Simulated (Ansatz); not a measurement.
# H₃LiO₂Si (SMILES [Li][O][SiH2]O): functionals against CCSD(T) at one geometry

The task here is to estimate one member of a computed series from the others.

Computed with Ansatz 0.2.0, Gaussian basis. Level: single points in def2-TZVPP.

Cores are frozen in the correlated methods. The outer core shell of Li, Na, Mg and K is correlated.

**Where the work starts**

SMILES `[Li][O][SiH2]O`, 7 atoms, charge 0, spin multiplicity 1.

Atoms are counted from 1 here; the program's logs count them from 0.

Bond lengths: Li1–O2 1.531 Å, O2–Si3 1.533 Å, Si3–O4 1.630 Å, Si3–H5 1.496 Å, Si3–H6 1.444 Å, O4–H7 0.978 Å. Angles: Li1–O2–Si3 160.7°, O2–Si3–O4 102.4°, O2–Si3–H5 114.2°, O2–Si3–H6 113.3°, O4–Si3–H5 106.8°, O4–Si3–H6 107.6°, H5–Si3–H6 111.7°, Si3–O4–H7 118.3°.

As a file:

```mol
H3LiO2Si
  3D, bonds by distance, orders not assigned

  7  6  0  0  0  0  0  0  0  0999 V2000
   -2.3227   -0.0965   -1.4204 Li  0  0
   -1.0055    0.3799   -0.8017 O   0  0
    0.2943    0.3808    0.0103 Si  0  0
    0.2782   -1.0975    0.6978 O   0  0
    1.5359    0.4569   -0.8200 H   0  0
    0.3028    1.3566    1.0751 H   0  0
    1.0234   -1.3453    1.2804 H   0  0
  1  2  8  0
  2  3  8  0
  3  4  8  0
  3  5  8  0
  3  6  8  0
  4  7  8  0
M  END
```

The first run:

Input file run/in.yaml:

```yaml
crystal:
  periodic: [false, false, false]
  atoms:
    - {symbol: Li, position_ang: [-2.322700, -0.096500, -1.420400]}
    - {symbol: O, position_ang: [-1.005500, 0.379900, -0.801700]}
    - {symbol: Si, position_ang: [0.294300, 0.380800, 0.010300]}
    - {symbol: O, position_ang: [0.278200, -1.097500, 0.697800]}
    - {symbol: H, position_ang: [1.535900, 0.456900, -0.820000]}
    - {symbol: H, position_ang: [0.302800, 1.356600, 1.075100]}
    - {symbol: H, position_ang: [1.023400, -1.345300, 1.280400]}
basis:
  gaussian: {orbitals: def2-TZVPP}
correlation: {method: ccsd_t}
output: {forces: true}
```

No record of the launch command was kept for these runs.

Among the steps run: CCSD(T)/def2-TZVPP; PBE0-D4/def2-TZVPP; wB97M-V/def2-TZVPP; r2SCAN-D4/def2-TZVPP; PBE-D4/def2-TZVPP; B97M-V/def2-TZVPP; LC-wPBE/def2-TZVPP.

One of the session's tables, all rows but one given; the rest of the session is left out.

| method | RMS force component (eV/Å) | angle to CCSD(T) forces (°) | dipole (D) |
| --- | --- | --- | --- |
| CCSD(T) | 0.948 | reference | 5.39 |
| PBE0-D4 | 0.895 | 5.9 | 5.30 |
| wB97M-V | 0.920 | 1.9 | 5.27 |
| r2SCAN-D4 | ? | ? | ? |
| PBE-D4 | 0.968 | 13.3 | 5.31 |
| B97M-V | 0.842 | 10.2 | 5.53 |
| LC-wPBE | 0.907 | 5.7 | 5.24 |

Estimate the missing values for r2SCAN-D4.

As computed: RMS force component (eV/Å): 0.891; angle to CCSD(T) forces (°): 3.9; dipole (D): 5.41. In the column «RMS force component (eV/Å)» it lies between B97M-V (0.842) and PBE0-D4 (0.895).
